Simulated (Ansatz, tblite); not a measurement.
# BODIPY (C13H15BF2N2): one state, many levels

One table from this session's results is given with a row withheld; the runs are named, their logs left out.

Program: Ansatz 0.2.0, Gaussian basis. Level of theory: as each input shows. These are calculated values, not measurements.

Levels to be run: GFN1-xTB, GFN2-xTB, PBE-D4/def2-TZVP, r2SCAN-D4/def2-TZVP, B3LYP-D4/def2-TZVP, CAM-B3LYP-D4/def2-TZVP, HSE06-D4/def2-TZVP, PBE-D4/def2-SVP, PBE0-D4/def2-SVP, HF/STO-3G, HF/6-31G, B3LYP-D4/6-31G, CCSD(T)/def2-SVP, RPA/def2-SVP.

## The structure

The geometry is that of the singlet, from an earlier relaxation (PBE-D4/def2-SVP).

SMILES `CC1=CC(C)=[N+]2C1=Cc1c(C)cc(C)n1[B-]2(F)F`, 33 atoms, charge 0, spin multiplicity 1.

Bond lengths: C1–C2 1.496 Å, C1–H19 1.110 Å, C1–H20 1.111 Å, C1–H21 1.107 Å, C2–C3 1.399 Å, C2–C7 1.435 Å, C3–C4 1.423 Å, C3–H22 1.097 Å, C4–C5 1.490 Å, C4–N6 1.356 Å, C5–H23 1.109 Å, C5–H24 1.109 Å, C5–H25 1.105 Å, N6–C7 1.395 Å, N6–B16 1.568 Å, C7–C8 1.398 Å, C8–C9 1.398 Å, C8–H26 1.100 Å and more. Angles: C2–C1–H19 111.9°, C2–C1–H20 111.6°, C2–C1–H21 111.1°, H19–C1–H20 106.9°, H19–C1–H21 107.7°, H20–C1–H21 107.3°, C1–C2–C3 128.2°, C1–C2–C7 126.1°, C3–C2–C7 105.7°, C2–C3–C4 108.1°, C2–C3–H22 126.9°, C4–C3–H22 125.0°, C3–C4–C5 128.6°, C3–C4–N6 109.1°, C5–C4–N6 122.3°, C4–C5–H23 110.3°, C4–C5–H24 110.4°, C4–C5–H25 111.1° and more.

PBE0-D4/def2-TZVP was run before; its log isn't repeated, and its numbers join the tables.

Set-up of the first run:

Tight binding, by tblite at 300 K electronic temperature and without a spin-polarisation term:

```python
tblite.interface.Calculator('GFN1-xTB', numbers, positions, charge=0, uhf=0).singlepoint()
```

Tight binding, by tblite at 300 K electronic temperature and without a spin-polarisation term:

```python
tblite.interface.Calculator('GFN2-xTB', numbers, positions, charge=0, uhf=0).singlepoint()
```

start.molden holds the orbitals of an earlier run on this state, given as this run's starting guess.

Contents of in.yaml:

```yaml
crystal:
  periodic: [false, false, false]
  atoms:
    - {symbol: C, position_ang: [2.621018, -3.003489, 0.336560]}
    - {symbol: C, position_ang: [2.392651, -1.539797, 0.129377]}
    - {symbol: C, position_ang: [3.345818, -0.538056, -0.085225]}
    - {symbol: C, position_ang: [2.658341, 0.697073, -0.252881]}
    - {symbol: C, position_ang: [3.226020, 2.050665, -0.508821]}
    - {symbol: N, position_ang: [1.324843, 0.480470, -0.141768]}
    - {symbol: C, position_ang: [1.119170, -0.879245, 0.094386]}
    - {symbol: C, position_ang: [-0.174305, -1.386802, 0.249568]}
    - {symbol: C, position_ang: [-1.300135, -0.561953, 0.169793]}
    - {symbol: C, position_ang: [-2.695929, -0.872612, 0.291831]}
    - {symbol: C, position_ang: [-3.277587, -2.227754, 0.542441]}
    - {symbol: C, position_ang: [-3.370973, 0.341010, 0.122519]}
    - {symbol: C, position_ang: [-2.400524, 1.359675, -0.095834]}
    - {symbol: C, position_ang: [-2.615776, 2.815457, -0.328739]}
    - {symbol: N, position_ang: [-1.163570, 0.806468, -0.066165]}
    - {symbol: B, position_ang: [0.196598, 1.562957, -0.253064]}
    - {symbol: F, position_ang: [0.237678, 2.166716, -1.515490]}
    - {symbol: F, position_ang: [0.352058, 2.521109, 0.756788]}
    - {symbol: H, position_ang: [2.039336, -3.396456, 1.195863]}
    - {symbol: H, position_ang: [2.319205, -3.594484, -0.554973]}
    - {symbol: H, position_ang: [3.690203, -3.216778, 0.527374]}
    - {symbol: H, position_ang: [4.434798, -0.662496, -0.121729]}
    - {symbol: H, position_ang: [2.877755, 2.766863, 0.262883]}
    - {symbol: H, position_ang: [2.861903, 2.445367, -1.479655]}
    - {symbol: H, position_ang: [4.330672, 2.023042, -0.516098]}
    - {symbol: H, position_ang: [-0.309956, -2.461913, 0.436800]}
    - {symbol: H, position_ang: [-4.378923, -2.176762, 0.637781]}
    - {symbol: H, position_ang: [-3.045509, -2.933760, -0.283117]}
    - {symbol: H, position_ang: [-2.880048, -2.681125, 1.474815]}
    - {symbol: H, position_ang: [-4.455598, 0.500666, 0.150539]}
    - {symbol: H, position_ang: [-3.690278, 3.069812, -0.286446]}
    - {symbol: H, position_ang: [-2.063807, 3.412144, 0.425800]}
    - {symbol: H, position_ang: [-2.205138, 3.114019, -1.315103]}
basis:
  gaussian: {orbitals: def2-TZVP, fitting: {mean_field: def2-universal-jkfit}, initial_orbitals: start.molden}
hamiltonian: {xc: pbe, dispersion: d4}
scf: {omitted_lower_state_checks: [starts]}
output: {forces: true, orbitals: {seedname: orbitals}}
```

Run with:

```
ansatz run in.yaml --threads 2 --pin off --events-out ev --progress --plain --max-ram 31744MiB --backend cuda --devices 0, --max-vram 18GiB
```

Among the steps run: PBE-D4/def2-TZVP; r2SCAN-D4/def2-TZVP; B3LYP-D4/def2-TZVP; CAM-B3LYP-D4/def2-TZVP; HSE06-D4/def2-TZVP; PBE-D4/def2-SVP; PBE0-D4/def2-SVP; HF/STO-3G; HF/6-31G; B3LYP-D4/6-31G; CCSD(T)/def2-SVP; RPA/def2-SVP.

One table of the session follows, with a row left open; its other results are not shown here.

```
                method  binding an atom (eV)
             HF/STO-3G                 4.109
              HF/6-31G                 3.362
           HF/def2-SVP                 3.652
       PBE-D4/def2-SVP                 5.162
      PBE-D4/def2-TZVP                 5.075
   r2SCAN-D4/def2-TZVP                 4.922
        B3LYP-D4/6-31G                 4.792
    B3LYP-D4/def2-TZVP                 4.894
      PBE0-D4/def2-SVP                     ?
     PBE0-D4/def2-TZVP                 4.963
    HSE06-D4/def2-TZVP                 4.968
CAM-B3LYP-D4/def2-TZVP                 4.908
          MP2/def2-SVP                 4.825
         CCSD/def2-SVP                 4.634
      CCSD(T)/def2-SVP                 4.707
```

Q: Estimate the row for PBE0-D4/def2-SVP from the others.

The run gave: binding an atom (eV): 5.049. In the column «binding an atom (eV)» it lies between HSE06-D4/def2-TZVP (4.968) and PBE-D4/def2-TZVP (5.075).

Some runs used a GPU and others CPU threads alone, so the times don't compare the methods' cost.

To keep in mind: Free atoms were run apart at each level; binding is atoms less cluster, divided by the number of atoms, without zero-point or spin-orbit terms. The yardstick is in a double-zeta basis, so levels in larger sets aren't compared like for like. CCSD(T)/def2-SVP isn't at the basis-set limit; small misses against it rank nothing.
